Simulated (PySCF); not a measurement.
# H4O3Si: the cost of one run

Computed with PySCF 2.14.0. Level: levels as typed in each script, gas phase, geometry from GFN2-xTB.

## (1) The system as given

SMILES `O[SiH](O)O`, 8 atoms, charge 0, spin multiplicity 1.

Bond lengths: O1–Si2 1.623 Å, O1–H5 0.952 Å, Si2–O3 1.623 Å, Si2–O4 1.622 Å, Si2–H6 1.457 Å, O3–H7 0.952 Å, O4–H8 0.952 Å. Angles: Si2–O1–H5 119.0°, O1–Si2–O3 108.6°, O1–Si2–O4 108.7°, O1–Si2–H6 110.3°, O3–Si2–O4 108.7°, O3–Si2–H6 110.3°, O4–Si2–H6 110.2°, Si2–O3–H7 119.0°, Si2–O4–H8 119.0°.

As a file:

```tsv
atom	x (Å)	y (Å)	z (Å)
O1	1.27679	0.82950	-0.23211
Si2	-0.00034	-0.00005	0.32976
O3	0.08030	-1.52026	-0.23229
O4	-1.35641	0.69081	-0.23252
H5	1.22708	1.77882	-0.27565
H6	-0.00133	0.00027	1.78635
H7	0.92730	-1.95186	-0.27568
H8	-2.15368	0.17309	-0.27617
```

## (2) Density, bond paths and surface potential (wB97X/def2-tzvp)

Input file input.py:

```python
import numpy as np
from pyscf import gto, scf, dft
from pyscf.scf import atom_ks, atom_hf
from scipy.linalg import block_diag

def solve(mol, dm0=None, hcore=None):
    mf = (dft.UKS if mol.spin else dft.RKS)(mol, xc='wb97x')
    mf.grids.level = 3
    mf = mf.density_fit(auxbasis='def2-universal-jkfit')
    mf.conv_tol, mf.max_cycle = 1e-8, 80
    if hcore is not None:
        mf.get_hcore = lambda *args: hcore
    mf.kernel(dm0)
    if not mf.converged:
        mf = mf.newton().run(mf.mo_coeff, mf.mo_occ, max_cycle=30)
    assert mf.converged, 'SCF not converged'
    return mf

mol = gto.M(atom='''
O      1.27679     0.82950    -0.23211
Si    -0.00034    -0.00005     0.32976
O      0.08030    -1.52026    -0.23229
O     -1.35641     0.69081    -0.23252
H      1.22708     1.77882    -0.27565
H     -0.00133     0.00027     1.78635
H      0.92730    -1.95186    -0.27568
H     -2.15368     0.17309    -0.27617
''', basis='def2-tzvp', charge=0, spin=0, verbose=4)
mf = solve(mol)
mf.analyze()
# spherically averaged free atoms, for the promolecule
atm = atom_ks.get_atm_nrks(mol, xc='wb97x')
pro = block_diag(*[(atm[a[0]][2] * atm[a[0]][3]) @ atm[a[0]][2].T for a in mol._atom])
np.savez('result.npz', e=mf.e_tot, c=mf.mo_coeff, occ=mf.mo_occ, eps=mf.mo_energy, pro=pro, dip=mf.dip_moment(verbose=0), s2=mf.spin_square()[0])
```

Run with:

```bash
OMP_NUM_THREADS=1 python input.py
```

What time and memory should one allow on 1 thread of Intel Xeon 6975P-C (Granite Rapids), shared host?

About 8.2 s, with a peak of 0.58 GiB.
